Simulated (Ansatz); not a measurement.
**GaC (quartet): B2PLYP, PBE-QIDH, RPA-PBE over a scan of the distance C1–Ga2, aug-cc-pVDZ**

One table from this session's results is given with a row withheld; the runs are named, their logs left out.

Program: Ansatz 0.2.0, Gaussian basis. Level of theory: aug-cc-pVDZ, all electrons in the functionals, frozen cores in the correlation of double hybrids and RPA. These are calculated values, not measurements.

The runs, in order: B2PLYP, PBE-QIDH, RPA-PBE, at 1.834 Å; 2.002 Å; 2.248 Å; 2.751 Å; 3.660 Å; 5.405 Å.

## The geometry

The geometry derives from a PBE0/def2-TZVP stationary point (not a proven minimum). One bond is set to the value named and the two fragments are kept rigid. No spin-orbit coupling is included. The filled d shell of Ga may be among the frozen orbitals whatever the setting's name suggests; the logs give the count.

2 atoms, charge 0, spin multiplicity 4.

Atoms are counted from 1 here; the program's logs count them from 0.

Bond lengths: C1–Ga2 2.002 Å.

No dispersion term is added.

The geometry shown and the zero of energy belong to the point 2.002 Å. The yardstick, FCI, and other wave-function levels (R restricted, U unrestricted, valence and pair active spaces) come from earlier runs.

Set-up of the first run:

Input file in.yaml:

```yaml
crystal:
  periodic: [false, false, false]
  atoms:
    - {symbol: C, position_ang: [0.000000, 0.000000, 0.000000]}
    - {symbol: Ga, position_ang: [0.000000, 0.000000, 1.834000]}
basis:
  gaussian: {orbitals: aug-cc-pVDZ}
magnetization: {spin_polarized: true, initial_magnetization: 3}
hamiltonian: {xc: {name: B2PLYP}}
correlation: {electrons: outside_noble_gas}
```

Run with:

```
$ ansatz run in.yaml --threads 1 --pin off --events-out ev --progress --plain --max-ram 3956MiB --backend cpu
```

Among the steps run: B2PLYP, 1.834 Å; B2PLYP, 2.002 Å; B2PLYP, 2.248 Å; B2PLYP, 2.751 Å; B2PLYP, 3.660 Å; B2PLYP, 5.405 Å; PBE-QIDH, 1.834 Å; PBE-QIDH, 2.002 Å; PBE-QIDH, 2.248 Å; PBE-QIDH, 2.751 Å; PBE-QIDH, 3.660 Å; PBE-QIDH, 5.405 Å; RPA-PBE, 1.834 Å; RPA-PBE, 2.002 Å; RPA-PBE, 2.248 Å; RPA-PBE, 2.751 Å; RPA-PBE, 3.660 Å; RPA-PBE, 5.405 Å.

One of the session's tables, all rows but one given; the rest of the session is left out.

```
   level  1.834 Å  2.248 Å  2.751 Å  3.660 Å  5.405 Å
     FCI    0.332    0.122    1.002    2.295    2.829
  B2PLYP        ?        ?        ?        ?        ?
PBE-QIDH    0.257    0.206    1.206    2.549    3.024
 RPA-PBE    0.366    0.060    0.772    1.770    2.195
```

**Question.** Estimate the row for B2PLYP.

As computed: 1.834 Å: 0.275; 2.248 Å: 0.167; 2.751 Å: 1.079; 3.660 Å: 2.352; 5.405 Å: 2.902. In the column «1.834 Å» it lies between PBE-QIDH (0.257) and FCI (0.332).

To keep in mind: The yardstick is full CI for this spin, exact in this basis with these frozen cores. Energies in eV, counted from 2.002 Å; blanks weren't run or aren't comparable.
